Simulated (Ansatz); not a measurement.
**GeCl3F: a ladder of functionals and wavefunction methods**

One table from this session's results is given with a row withheld; the runs are named, their logs left out.

Method: functionals in def2-TZVPP, the program's frozen cores in correlated methods; program: Ansatz 0.2.0, Gaussian basis.

Plan: LDA (SPW92), PBE-D4, revPBE-D4, BLYP-D4, r2SCAN-D4, B97M-V, PBE0-D4, B3LYP-D4, r2SCANh-D4, r2SCAN0-D4, HSE06-D4, BHLYP-D4, CAM-B3LYP-D4, LC-ωPBE, ωB97X-V, ωB97M-V, B2PLYP, PBE-QIDH; CCSD(T)/def2-SVP; CCSD(T)/def2-TZVPP; MP2/def2-QZVPP; extrapolation to the limit; RPA on PBE.

## The relaxed structure

All runs share one geometry, relaxed beforehand with PBE0-D4 in a triple-zeta def2 set.

5 atoms, charge 0, spin multiplicity 1.

Atoms are counted from 1 here; the program's logs count them from 0.

Bond lengths: F1–Ge2 1.711 Å, Ge2–Cl3 2.106 Å, Ge2–Cl4 2.106 Å, Ge2–Cl5 2.106 Å. Angles: F1–Ge2–Cl3 107.7°, F1–Ge2–Cl4 107.7°, F1–Ge2–Cl5 107.7°, Cl3–Ge2–Cl4 111.2°, Cl3–Ge2–Cl5 111.2°, Cl4–Ge2–Cl5 111.2°.

The first run:

Input file in.yaml:

```yaml
crystal:
  periodic: [false, false, false]
  atoms:
    - {symbol: F, position_ang: [-0.963720, 0.200570, 1.432432]}
    - {symbol: Ge, position_ang: [-0.012863, -0.009682, 0.025505]}
    - {symbol: Cl, position_ang: [1.473796, -1.435317, 0.466306]}
    - {symbol: Cl, position_ang: [-1.285764, -0.685415, -1.510719]}
    - {symbol: Cl, position_ang: [0.838452, 1.856146, -0.454925]}
basis:
  gaussian: {orbitals: def2-TZVPP}
hamiltonian: {xc: lda}
output: {orbitals: {seedname: orbitals}}
```

The run is started by

```bash
$ ansatz run in.yaml --threads 4 --pin off --events-out ev --progress --plain --max-ram 10444MiB
```

Among the steps run: LDA; PBE-D4 (GGA); revPBE-D4 (GGA); BLYP-D4 (GGA); r2SCAN-D4 (meta-GGA); B97M-V (meta-GGA); B3LYP-D4 (hybrid); r2SCANh-D4 (hybrid); r2SCAN0-D4 (hybrid); HSE06-D4 (hybrid); BHLYP-D4 (hybrid); CAM-B3LYP-D4 (range-separated); LC-ωPBE (range-separated); ωB97X-V (range-separated); ωB97M-V (range-separated); B2PLYP (double hybrid); PBE-QIDH (double hybrid).

One table of the session follows, with a row left open; its other results are not shown here.

It belongs to the step «Frontier levels by functional». 

```
  functional  HOMO (eV)  LUMO (eV)  gap (eV)
 LDA (SPW92)      -8.49      -3.39      5.10
      PBE-D4          ?          ?         ?
   revPBE-D4      -8.28      -2.93      5.35
     BLYP-D4      -8.16      -3.00      5.16
   r2SCAN-D4      -8.75      -2.82      5.93
      B97M-V      -8.83      -2.70      6.13
     PBE0-D4      -9.82      -2.05      7.76
    B3LYP-D4      -9.51      -2.38      7.13
  r2SCANh-D4      -9.28      -2.46      6.82
  r2SCAN0-D4     -10.08      -1.91      8.17
    HSE06-D4      -9.41      -2.43      6.99
    BHLYP-D4     -11.12      -0.98     10.14
CAM-B3LYP-D4     -11.19      -1.01     10.19
     LC-ωPBE     -12.68       0.28     12.96
     ωB97X-V     -12.26       0.21     12.47
     ωB97M-V     -12.08       0.07     12.15
```

**Question.** Estimate the row for PBE-D4.

As computed: HOMO (eV): -8.34; LUMO (eV): -3.06; gap (eV): 5.28. In the column «HOMO (eV)» it lies between LDA (SPW92) (-8.49) and revPBE-D4 (-8.28).
